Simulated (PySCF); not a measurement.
**C4H11Si+: electronic excitations and core binding energies**

What electronic excitations and core binding energies should C4H11Si+ (`CC[Si+](C)C`) show?

Programs: PySCF 2.14.0, with density-fitted response routines of our own. Each step states its level of theory. These are calculated values for one molecule in the gas phase, unless marked as measured. Atoms are numbered from 0 throughout.

**1. The starting structure**

16 atoms, charge 1, multiplicity 1; geometry from: GFN2-xTB.

Bonds of the start (Å): C0–C1 1.54, C1–Si2 1.89, Si2–C3 1.88, Si2–C4 1.88, C0–H5 1.09, C0–H6 1.09, C0–H7 1.09, C1–H8 1.09, C1–H9 1.09, C3–H10 1.09, C3–H11 1.09, C3–H12 1.09, C4–H13 1.09, C4–H14 1.09, C4–H15 1.09.

**2. TDDFT and polarisability: CAM-B3LYP/def2-SVPD**

Job settings and geometry (Å):

```
{"job": {"kind": "uv", "xc": "CAM-B3LYP", "basis": "def2-SVPD", "nstates": 8, "ntriplets": 3}, "charge": 1, "multiplicity": 1}
C     -2.028554    -0.820931     0.316729
C     -0.933512    -0.779319    -0.763829
Si     0.590929     0.190704    -0.205426
C      1.954067    -0.692889     0.743768
C      0.651313     2.053278    -0.464775
H     -2.375497     0.177122     0.568401
H     -1.675381    -1.302826     1.223904
H     -2.876980    -1.387449    -0.055885
H     -1.360352    -0.335385    -1.668410
H     -0.662539    -1.808012    -1.020688
H      2.921159    -0.207392     0.614448
H      2.060334    -1.732101     0.430044
H      1.744464    -0.703321     1.813494
H      0.182716     2.581977     0.365471
H      0.125404     2.354972    -1.371466
H      1.674832     2.420517    -0.537192
```

Method: TDDFT CAM-B3LYP/def2-SVPD, vertical, gas phase, core orbitals frozen in the response.

Run with:

```
OMP_NUM_THREADS=1 python probes_run.py task.json out
```

This one command runs all jobs of the session in turn.

The program printed:

```text
coarse grid: 12792 points
cycle   1  E = -447.8637962509  dE =  4.281e-01  |g| = 3.949e-01  |ddm| = 4.900e+00
cycle   2  E = -447.8874850791  dE = -2.369e-02  |g| = 2.949e-01  |ddm| = 1.224e+00
cycle   3  E = -447.9119191403  dE = -2.443e-02  |g| = 3.356e-02  |ddm| = 5.517e-01
cycle   4  E = -447.9121974786  dE = -2.783e-04  |g| = 1.238e-02  |ddm| = 7.929e-02
cycle   5  E = -447.9122404338  dE = -4.296e-05  |g| = 1.967e-03  |ddm| = 2.256e-02
cycle   6  E = -447.9122416055  dE = -1.172e-06  |g| = 8.507e-04  |ddm| = 4.692e-03
final grid: 115856 points
cycle   7  E = -447.9825642448  dE = -2.866e-05  |g| = 3.739e-03  |ddm| = 4.930e-02
cycle   8  E = -447.9825652923  dE = -1.048e-06  |g| = 3.207e-03  |ddm| = 1.062e-02
cycle   9  E = -447.9825678598  dE = -2.567e-06  |g| = 1.287e-04  |ddm| = 3.960e-03
cycle  10  E = -447.9825678645  dE = -4.765e-09  |g| = 6.808e-05  |ddm| = 4.218e-04
cycle  11  E = -447.9825678660  dE = -1.476e-09  |g| = 1.133e-05  |ddm| = 1.359e-04
cycle  12  E = -447.9825678661  dE = -5.491e-11  |g| = 4.289e-06  |ddm| = 2.573e-05
converged SCF energy = -447.9825678661

Static polarisability (au): isotropic 68.534, principal 56.747 71.503 77.351

Singlet excitations
state   eV       nm        f      main configurations
  1   4.7866    259.0   0.00642   H->L 0.96
  2   5.3907    230.0   0.00012   H-1->L 0.71, H-2->L 0.28
  3   6.2439    198.6   0.00013   H-2->L 0.70, H-1->L 0.28
  4   6.8199    181.8   0.02913   H-3->L 0.98
  5   7.6016    163.1   0.00043   H-5->L 0.96
  6   7.8186    158.6   0.02423   H-4->L 0.77, H->L+1 0.14
  7   7.9665    155.6   0.05363   H-6->L 0.93
  8   8.1192    152.7   0.04150   H->L+1 0.38, H-7->L 0.33, H-8->L 0.25

Triplet excitations (Tamm-Dancoff, eV): 4.3705 4.9901 6.1228
```

Run time: 30 s. Hardware: 1 thread of Arm Neoverse V1, shared host; peak memory 0.88 GiB.

The orbitals next to the gap, with their largest atomic shares:

```csv
orbital,eV,atoms
HOMO−3,-16.60,"C0 36 %, C1 33 %, H6 7 %"
HOMO−2,-16.23,"C3 17 %, C4 17 %, C0 16 %"
HOMO−1,-15.73,"C1 18 %, C0 16 %, C4 11 %"
HOMO,-15.04,"C1 27 %, C0 18 %, Si2 17 %"
LUMO,-6.51,"Si2 52 %, C4 11 %, C3 11 %"
LUMO+1,-3.77,"Si2 42 %, C4 12 %, C3 12 %"
LUMO+2,-2.14,"C4 16 %, C3 16 %, Si2 10 %"
```

With each of the 8 states as a Gaussian band of 0.4 eV half-width at 1/e, the curve within the window shown has maxima at 259 nm (ε 260), 181 nm (ε 1,200), 155 nm (ε 4,500) L/(mol cm). Beyond the last state computed it falls off for lack of states. The curve at chosen wavelengths:

(nm, ε (L/mol/cm)): (147, 1664), (153, 4270), (159, 3594), (165, 1326), (171, 614), (177, 998), (183, 1160), (188, 840), (194, 361), (200, 105), (206, 24), (212, 6), (218, 6), (224, 13), (230, 33), (236, 73), (242, 134), (248, 200), (254, 248), (259, 260), (265, 240), (271, 194), (277, 140), (283, 91), (289, 54), (295, 30)

Leading natural transition orbitals of singlet state 7: the hole lies on H12, H13 about 21 % each; C3, C4 about 14 % each; H11, H14 about 9 % each; the particle on Si2 67 %.

Leading natural transition orbitals of singlet state 1: the hole lies on C1 30 %; Si2 20 %; H7 9 %; the particle on Si2 67 %.

Ground-state properties from the same run:

```
           property  computed
polarisability (Å³)     10.16
 HOMO–LUMO gap (eV)      8.53
      −ε(HOMO) (eV)     15.04
```

Orbitals, density, ELF and potential are computed afterwards from the orbital file.

Frontier orbitals at CAM-B3LYP/def2-SVPD, with the share of their density that lies nearest to each atom:

```
orbital  energy (eV)                     lies on
   HOMO       -15.04  C1 24 %; H7 17 %; Si2 17 %
   LUMO        -6.51                    Si2 64 %
```

ELF in a plane through or near 6 of the atoms.

Values, 10 rows by 14 columns:
```
0.00 0.00 0.00 0.00 0.00 0.00 0.00 0.00 0.00 0.00 0.00 0.00 0.00 0.00
0.00 0.00 0.00 0.00 0.00 0.02 0.01 0.00 0.00 0.00 0.00 0.00 0.00 0.00
0.00 0.00 0.00 0.10 0.12 0.85 0.89 0.13 0.00 0.00 0.00 0.00 0.00 0.00
0.00 0.00 0.05 0.99 0.98 0.31 0.62 0.05 0.01 0.01 0.01 0.00 0.00 0.00
0.00 0.00 0.01 0.78 0.71 0.90 0.47 0.43 0.36 0.33 0.47 0.88 0.07 0.00
0.00 0.00 0.00 0.01 0.07 0.37 0.82 0.45 0.68 0.85 0.91 1.00 0.38 0.00
0.00 0.00 0.06 0.99 0.99 0.15 0.68 0.10 0.05 0.04 0.05 0.07 0.00 0.00
0.00 0.00 0.00 0.77 0.58 0.88 0.88 0.10 0.00 0.00 0.00 0.00 0.00 0.00
0.00 0.00 0.00 0.00 0.03 0.43 0.44 0.02 0.00 0.00 0.00 0.00 0.00 0.00
0.00 0.00 0.00 0.00 0.00 0.00 0.00 0.00 0.00 0.00 0.00 0.00 0.00 0.00
```
The map spans 11.6 Å across and 10.1 Å up, centred on the molecule. Atoms in the plane (x, y in Å): Si2 (-0.6, 0.0), C3 (-1.5, 1.6), C4 (-1.5, -1.6), H7 (3.2, 0.0), H10 (-2.5, 1.6), H15 (-2.5, -1.6).

On the surface of density 0.002 e/bohr³ the electrostatic potential runs, from the 1st to the 99th percentile, from 3.65 to 7.88 V.

**3. Core-electron binding energies: SCAN, X2C**

Settings changed since step 2:

```diff
@@ -1,2 +1,2 @@
-{"job": {"kind": "uv", "xc": "CAM-B3LYP", "basis": "def2-SVPD", "nstates": 8, "ntriplets": 3}, "charge": 1, "multiplicity": 1}
+{"job": {"kind": "xps"}, "charge": 1, "multiplicity": 1}
 C     -2.028554    -0.820931     0.316729
```

Method: delta-SCF UKS SCAN, pcX-2 on the ionised atom, pcseg-1 elsewhere, spin-free X2C.

The program printed:

```text
ground state, core basis on atom 0 (C), 160 functions
  cycle   1  E = -448.65181304  |g| = 6.42e-01
  cycle   2  E = -448.53076171  |g| = 8.90e-01
  cycle   3  E = -448.76592366  |g| = 1.06e-01
  cycle   4  E = -448.76866399  |g| = 3.99e-02
  cycle   5  E = -448.76907017  |g| = 1.14e-02
  cycle   6  E = -448.76910409  |g| = 4.04e-03
  cycle   7  E = -448.76910836  |g| = 1.19e-03
  cycle   8  E = -448.76910755  |g| = 2.83e-04
  E(ground) = -448.80784399 Eh
hole in C 1s of atom 0
  cycle   1  E = -437.36606902  |g| = 1.50e+00
  cycle   2  E = -436.87203682  |g| = 1.70e+00
  cycle   3  E = -437.89339074  |g| = 2.92e-01
  cycle   4  E = -437.92480620  |g| = 5.89e-02
  cycle   5  E = -437.92595092  |g| = 2.54e-02
  cycle   6  E = -437.92627088  |g| = 8.35e-03
  cycle   7  E = -437.92630720  |g| = 3.72e-03
  cycle   8  E = -437.92631572  |g| = 1.51e-03
  cycle   9  E = -437.92631738  |g| = 8.54e-04
  cycle  10  E = -437.92631760  |g| = 2.54e-04
  E(ion) = -437.96409637 Eh   <S^2> = 0.7682   hole on atom = 1.000   binding energy = 295.073 eV
ground state, core basis on atom 1 (C), 160 functions
  cycle   1  E = -448.77029251  |g| = 5.89e-02
  cycle   2  E = -448.77023759  |g| = 2.53e-02
  cycle   3  E = -448.77028365  |g| = 2.12e-02
  cycle   4  E = -448.77039828  |g| = 1.74e-03
  cycle   5  E = -448.77039781  |g| = 4.05e-04
  E(ground) = -448.80924790 Eh
hole in C 1s of atom 1
  cycle   1  E = -437.34154878  |g| = 1.51e+00
  cycle   2  E = -436.58062141  |g| = 1.87e+00
  cycle   3  E = -437.86088491  |g| = 3.55e-01
  cycle   4  E = -437.90501028  |g| = 1.53e-01
  cycle   5  E = -437.91759987  |g| = 4.44e-02
  cycle   6  E = -437.91856571  |g| = 6.91e-03
  cycle   7  E = -437.91859886  |g| = 3.74e-03
  cycle   8  E = -437.91860786  |g| = 1.39e-03
  cycle   9  E = -437.91860933  |g| = 7.47e-04
  cycle  10  E = -437.91860943  |g| = 2.18e-04
  E(ion) = -437.95654362 Eh   <S^2> = 0.7701   hole on atom = 1.000   binding energy = 295.317 eV
ground state, core basis on atom 2 (Si), 171 functions
  cycle   1  E = -448.86459736  |g| = 2.87e-01
  cycle   2  E = -448.86464761  |g| = 3.43e-02
  cycle   3  E = -448.86461844  |g| = 2.72e-02
  cycle   4  E = -448.86475319  |g| = 6.40e-03
  cycle   5  E = -448.86476517  |g| = 6.58e-04
  cycle   6  E = -448.86476488  |g| = 1.28e-04
  E(ground) = -448.86345081 Eh
hole in Si 1s of atom 2
  cycle   1  E = -379.68292157  |g| = 4.35e+00
  cycle   2  E = -378.31958239  |g| = 2.55e+00
  cycle   3  E = -379.54470539  |g| = 1.31e+00
  cycle   4  E = -380.70863376  |g| = 2.61e-01
  cycle   5  E = -380.74021708  |g| = 9.06e-02
  cycle   6  E = -380.74387547  |g| = 3.82e-02
  cycle   7  E = -380.74466630  |g| = 7.57e-03
  cycle   8  E = -380.74469616  |g| = 3.36e-03
  cycle   9  E = -380.74470298  |g| = 9.51e-04
  cycle  10  E = -380.74470395  |g| = 4.55e-04
  E(ion) = -380.75002192 Eh   <S^2> = 0.7534   hole on atom = 1.000   binding energy = 1853.461 eV
hole in Si 2p of atom 2
  cycle   1  E = -444.34040327  |g| = 1.23e+00
  cycle   2  E = -442.85246061  |g| = 1.67e+00
  cycle   3  E = -444.40019918  |g| = 6.19e-01
  cycle   4  E = -444.65680309  |g| = 1.32e-01
  cycle   5  E = -444.66464479  |g| = 7.01e-02
  cycle   6  E = -444.66642914  |g| = 4.13e-02
  cycle   7  E = -444.66760970  |g| = 1.00e-02
  cycle   8  E = -444.66767134  |g| = 2.65e-03
  cycle   9  E = -444.66767671  |g| = 9.22e-04
  cycle  10  E = -444.66767647  |g| = 3.96e-04
  E(ion) = -444.67625746 Eh   <S^2> = 0.7548   hole on atom = 1.003   binding energy = 113.939 eV
  2p3/2 = 113.489 eV   2p1/2 = 114.176 eV
ground state, core basis on atom 3 (C), 160 functions
  cycle   1  E = -448.76891029  |g| = 6.08e-02
  cycle   2  E = -448.76882339  |g| = 3.08e-02
  cycle   3  E = -448.76896954  |g| = 2.15e-02
  cycle   4  E = -448.76910295  |g| = 2.68e-03
  cycle   5  E = -448.76910199  |g| = 4.03e-04
  E(ground) = -448.80791294 Eh
hole in C 1s of atom 3
  cycle   1  E = -437.34191443  |g| = 1.50e+00
  cycle   2  E = -436.74017213  |g| = 1.74e+00
  cycle   3  E = -437.85351646  |g| = 3.49e-01
  cycle   4  E = -437.88673233  |g| = 2.05e-01
  cycle   5  E = -437.91114979  |g| = 4.63e-02
  cycle   6  E = -437.91208716  |g| = 1.87e-02
  cycle   7  E = -437.91226884  |g| = 6.83e-03
  cycle   8  E = -437.91229664  |g| = 1.76e-03
  cycle   9  E = -437.91229879  |g| = 8.60e-04
  cycle  10  E = -437.91229901  |g| = 3.67e-04
  E(ion) = -437.94997903 Eh   <S^2> = 0.7667   hole on atom = 1.000   binding energy = 295.459 eV
```

It took 38 s on 1 thread of Arm Neoverse V1, shared host; peak memory 0.6 GiB.

Binding energies by hole, beside the orbital energy of the ground state; the difference holds orbital relaxation and, for a density functional, its self-interaction error:

| hole | stands for | environment | ΔSCF (eV; 2p as the shell's mean) | −ε (eV) | ⟨S²⟩ |
| --- | --- | --- | --- | --- | --- |
| C1s on C0 | C0 | methyl carbon | 295.07 | 278.0 | 0.768 |
| C1s on C1 | C1 | sp3 CH2 bonded to Si | 295.32 | 278.6 | 0.770 |
| Si1s on Si2 | Si2 | silicon bonded to 3 C | 1853.46 | 1800.3 | 0.753 |
| Si2p on Si2 | Si2 | silicon bonded to 3 C | 113.72 | 103.0 | 0.755 |
| C1s on C3 | C3, C4 | methyl carbon bonded to Si | 295.46 | 278.6 | 0.767 |

Each hole run stands for the others of its class of like atoms.

With the spin-orbit splitting: Si2 2p3/2 113.49, 2p1/2 114.18 eV. The table gives each 2p level as the mean over the whole 2p shell (two parts 2p3/2, one part 2p1/2), which differs a little from the single hole in the log.

**4. Results**

```
                                quantity                               value
    lowest singlet (CAM-B3LYP/def2-SVPD)         4.79 eV (259 nm), f = 0.006
brightest single state of those computed         state 7, 7.97 eV, f = 0.054
                          lowest triplet                             4.37 eV
        C1s binding energies, SCAN/pcX-2  C3 295.46, C1 295.32, C0 295.07 eV
       Si1s binding energies, SCAN/pcX-2                      Si2 1853.46 eV
       Si2p binding energies, SCAN/pcX-2                       Si2 113.72 eV
```

The first singlet state (HOMO→LUMO 0.96) lies at 4.79 eV and is weak; of the 8 states computed, the strongest absorption comes from state 7 at 7.97 eV (the last state computed is bright too, and its partners may lie past the list). The lowest triplet lies 0.42 eV below the lowest singlet (triplets in Tamm-Dancoff, singlets in full TDDFT). By nearest atom (CAM-B3LYP/def2-SVPD), the HOMO sits on C1 24 %; H7 17 % and the LUMO on Si2 64 %. C3 (methyl carbon bonded to Si) binds its C1s electron 0.39 eV more tightly than C0 (methyl carbon).
